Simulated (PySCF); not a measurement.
# C₅H₅FO₂: excited states

What do calculations give for the excited states of C₅H₅FO₂ (`O=C1CCC=C(F)O1`)?

Computed with PySCF 2.14.0 and routines of our own; the level stands in each step. Atoms count from 0.

### Step 1. The system as given

13 atoms, charge 0, multiplicity 1; geometry from: GFN2-xTB.

### Step 2. Optimising the geometry at PBE0-D3(BJ)/def2-SVP

What the job is given:

```
{"job": {"xc": "PBE0", "basis": "def2-SVP", "d3": "d3bj", "grid": 1, "kind": "geom"}, "charge": 0, "multiplicity": 1}
O     -1.633397     2.182197    -0.149853
C     -0.812238     1.329573     0.002422
C     -1.097422    -0.072839     0.492746
C     -0.247122    -1.118849    -0.227718
C      1.182482    -0.667604    -0.226239
C      1.425583     0.631322    -0.201331
F      2.654588     1.152170    -0.180940
O      0.497281     1.621093    -0.229226
H     -0.864409    -0.083979     1.562694
H     -2.163290    -0.263483     0.374136
H     -0.338339    -2.082989     0.272513
H     -0.595937    -1.247846    -1.257642
H      1.987832    -1.378281    -0.249290
```

Command:

```sh
OMP_NUM_THREADS=1 python excited_run.py task.json out
```

One launch serves the whole session: the jobs run in the order shown.

What it wrote:

```text
step   0  E = -443.02262031  max force = 0.019233
step   1  E = -443.02186372  max force = 0.009402
step   2  E = -443.02365625  max force = 0.004960
step   3  E = -443.02371398  max force = 0.005932
step   4  E = -443.02408642  max force = 0.000949
step   5  E = -443.02410671  max force = 0.000634
step   6  E = -443.02412891  max force = 0.000561
step   7  E = -443.02414705  max force = 0.000590
step   8  E = -443.02416285  max force = 0.000269
step   9  E = -443.02416665  max force = 0.000215
optimisation converged
```

It took 45 s on 1 thread of Arm Neoverse V2, shared host; peak memory 0.6 GiB.

Step by step: (the energy doesn't fall at every step)

| step | energy from step 0 (eV) | largest force component (eV/Å) |
| --- | --- | --- |
| 0 | 0.0000 | 0.9890 |
| 1 | 0.0206 | 0.4835 |
| 2 | -0.0282 | 0.2551 |
| 3 | -0.0298 | 0.3050 |
| 4 | -0.0399 | 0.0488 |
| 5 | -0.0404 | 0.0326 |
| 6 | -0.0411 | 0.0288 |
| 7 | -0.0415 | 0.0303 |
| 8 | -0.0420 | 0.0138 |
| 9 | -0.0421 | 0.0111 |

Close pairs (by a distance rule), those that changed most:

| bond | before (Å) | after (Å) | change (Å) |
| --- | --- | --- | --- |
| C5–F6 | 1.335 | 1.312 | -0.023 |
| C1–O7 | 1.361 | 1.379 | +0.017 |
| C4–H12 | 1.074 | 1.089 | +0.015 |
| C3–H11 | 1.095 | 1.106 | +0.011 |
| C2–H8 | 1.095 | 1.105 | +0.010 |
| C3–H10 | 1.090 | 1.100 | +0.010 |
| C4–C5 | 1.322 | 1.331 | +0.009 |
| C2–H9 | 1.089 | 1.097 | +0.008 |

The final coordinates are the input of the step that follows.

| at the end point | value |
| --- | --- |
| point group (found at 0.08 Å tolerance) | C1 |
| rotational constants (GHz, main isotopes) | 3.364, 1.984, 1.299 |
| dipole moment (D) | 3.78 |

### Step 3. Excited states: TDA CAM-B3LYP/def2-SVP

What the job is given:

```
{"job": {"kind": "states", "xc": "CAM-B3LYP", "basis": "def2-SVP", "tda": true, "soc": true, "nstates": 6, "ntriplets": 4, "nquad": 4}, "charge": 0, "multiplicity": 1}
O     -1.447322     2.311927     0.173839
C     -0.696141     1.389946     0.158116
C     -0.945574     0.023600     0.740410
C     -0.373941    -1.103047    -0.113169
C      1.035430    -0.768375    -0.493847
C      1.377214     0.514604    -0.584448
F      2.574030     0.946796    -0.903588
O      0.552739     1.567364    -0.397845
H     -0.448787     0.019499     1.727399
H     -2.025210    -0.064561     0.913307
H     -0.410300    -2.046555     0.450556
H     -0.998662    -1.258731    -1.012226
H      1.785627    -1.530069    -0.703674
```

With the program's defaults for keys left out, this is: TDA CAM-B3LYP/def2-SVP excited states, vertical, gas phase, spin-orbit mean-field couplings.

What it wrote:

```text
coarse grid: 11792 points
cycle   1  E = -442.9925158684  dE =  1.760e+00  |g| = 1.074e+00  |ddm| = 3.998e+00
cycle   2  E = -442.7083218054  dE =  2.842e-01  |g| = 1.678e+00  |ddm| = 2.470e+00
cycle   3  E = -443.2144387387  dE = -5.061e-01  |g| = 2.024e-01  |ddm| = 1.660e+00
cycle   4  E = -443.2211312599  dE = -6.693e-03  |g| = 7.825e-02  |ddm| = 2.084e-01
cycle   5  E = -443.2221952296  dE = -1.064e-03  |g| = 1.451e-02  |ddm| = 6.519e-02
cycle   6  E = -443.2222378256  dE = -4.260e-05  |g| = 6.728e-03  |ddm| = 1.879e-02
cycle   7  E = -443.2222480237  dE = -1.020e-05  |g| = 1.730e-03  |ddm| = 7.834e-03
cycle   8  E = -443.2222488207  dE = -7.970e-07  |g| = 6.955e-04  |ddm| = 3.154e-03
final grid: 116920 points
cycle   9  E = -443.3107536786  dE = -3.182e-05  |g| = 3.534e-03  |ddm| = 2.172e-02
cycle  10  E = -443.3107527609  dE =  9.177e-07  |g| = 4.319e-03  |ddm| = 7.096e-03
cycle  11  E = -443.3107562588  dE = -3.498e-06  |g| = 4.752e-04  |ddm| = 3.919e-03
cycle  12  E = -443.3107562913  dE = -3.246e-08  |g| = 2.542e-04  |ddm| = 6.095e-04
cycle  13  E = -443.3107563022  dE = -1.093e-08  |g| = 7.798e-05  |ddm| = 2.570e-04
cycle  14  E = -443.3107563034  dE = -1.199e-09  |g| = 1.343e-05  |ddm| = 8.019e-05
cycle  15  E = -443.3107563034  dE = -4.627e-11  |g| = 5.783e-06  |ddm| = 1.932e-05
converged SCF energy = -443.3107563034

Singlet excitations
state   eV       nm        f     d(h-e)  d(exc)  Lambda  PR(NTO)  |dmu|/D   mu/D   main configurations
  1   5.6618   219.0   0.00151   0.678   2.091   0.484   1.004    1.666    2.581   H-1->L 0.89
  2   6.1460   201.7   0.09636   1.873   3.066   0.583   1.026    5.254    7.677   H->L 0.95
  3   7.5681   163.8   0.04338   1.321   3.184   0.661   1.045    4.663    2.593   H->L+1 0.66, H->L+2 0.26
  4   8.0699   153.6   0.16245   0.572   2.732   0.590   1.150    2.422    1.726   H->L+2 0.47, H->L+1 0.25, H->L+4 0.12
  5   8.5805   144.5   0.01359   0.353   2.703   0.447   1.589                     H-3->L 0.54, H-1->L+1 0.21, H-4->L 0.09
  6   8.8151   140.6   0.00740   1.307   3.238   0.367   1.843                     H-1->L+1 0.66, H-3->L 0.18

Triplet excitations (Tamm-Dancoff)
state   eV     d(h-e)  d(exc)  Lambda  PR(NTO)   main configurations
  1   4.3016   0.312   2.252   0.615   1.026   H->L 0.57, H->L+1 0.27, H->L+2 0.10
  2   5.0483   0.657   2.045   0.481   1.004   H-1->L 0.88
  3   5.7886   0.628   2.406   0.654   1.233   H-2->L 0.31, H->L+1 0.26, H->L 0.22
  4   6.8565   0.810   2.717   0.672   1.250   H-2->L 0.46, H->L+1 0.22, H->L 0.17
S1 - T1 = 1.3602 eV

Spin-orbit couplings |<S|Hso|T>| (cm-1)
             T1       T2       T3       T4
S0        2.239   57.820    3.307    2.420
S1        5.596    0.922   25.251   29.796
S2        2.148    8.393    2.595    4.892
S3        0.328    1.318    1.969    1.464
S4        4.167    1.365    2.397    1.465
S5       13.093   21.676   19.812   11.490
S6       10.478   12.464   12.289    3.543
T1 sublevels (cm-1): 0.000 0.003 0.004   radiative rates (1/s): 2.06 0.599 0.048
```

Wall time 17 s (1 thread of Arm Neoverse V2, shared host); peak memory 0.63 GiB.

In short:

| quantity | value |
| --- | --- |
| S1 less T1 | 1.36 eV |

### Step 4. Results

| quantity | value |
| --- | --- |
| point group | C1 |
| rotational constants (main isotopes) | 3.36, 1.98, 1.30 GHz |
| S1 less T1 (step 3, TDA CAM-B3LYP/def2-SVP) | 1.36 eV |

**Reading.** The optimisation took 9 steps and gained 0.042 eV; among the close pairs (by a distance rule), C5–F6 changed most, from 1.335 to 1.312 Å. In step 3, the number of triplets below S1 is 2, and the largest singlet-triplet spin-orbit coupling is S0–T2, 57.82 cm⁻¹.
